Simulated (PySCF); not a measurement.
# C2H7OPSi: the cost of one run

Computed with PySCF 2.14.0, with density-fitted response routines of our own, on a single molecule in the gas phase. Atoms are numbered from 0 throughout.

**1. The molecule as given**

12 atoms, charge 0, multiplicity 1; geometry from: GFN2-xTB.

Bonds of the start (Å): O0–P1 1.46, P1–C2 1.80, C2–C3 1.56, C3–Si4 1.89, C3–P1 1.80, P1–H5 1.38, C2–H6 1.08, C2–H7 1.08, C3–H8 1.08, Si4–H9 1.46, Si4–H10 1.47, Si4–H11 1.46.

**2. Excited states and response: CAM-B3LYP/def2-SVPD**

The job: settings as JSON, then the geometry in Å.

```
{"job": {"kind": "uv", "xc": "CAM-B3LYP", "basis": "def2-SVPD", "nstates": 8, "ntriplets": 3}, "charge": 0, "multiplicity": 1}
O      0.269673     2.142592     1.163940
P     -0.733188     1.145609     0.781454
C     -0.592580    -0.614793     1.107780
C     -0.484352    -0.188883    -0.393570
Si     1.210923    -0.304705    -1.210839
H     -2.059494     1.528030     0.826856
H     -1.442317    -1.225670     1.373818
H      0.332480    -0.939926     1.566736
H     -1.338148    -0.481990    -0.989973
H      2.233687     0.259324    -0.338168
H      1.472979    -1.731205    -1.429991
H      1.131536     0.410932    -2.484069
```

With the program's defaults for keys left out, this is: TDDFT CAM-B3LYP/def2-SVPD, vertical, gas phase, core orbitals frozen in the response.

Started as:

```console
$ OMP_NUM_THREADS=1 python probes_run.py task.json out
```

This one command runs all jobs of the session in turn.

Q: Estimate the wall time and peak memory of this job on 1 thread of Arm Neoverse V1, shared host.

About 28 s, with a peak of 0.73 GiB.
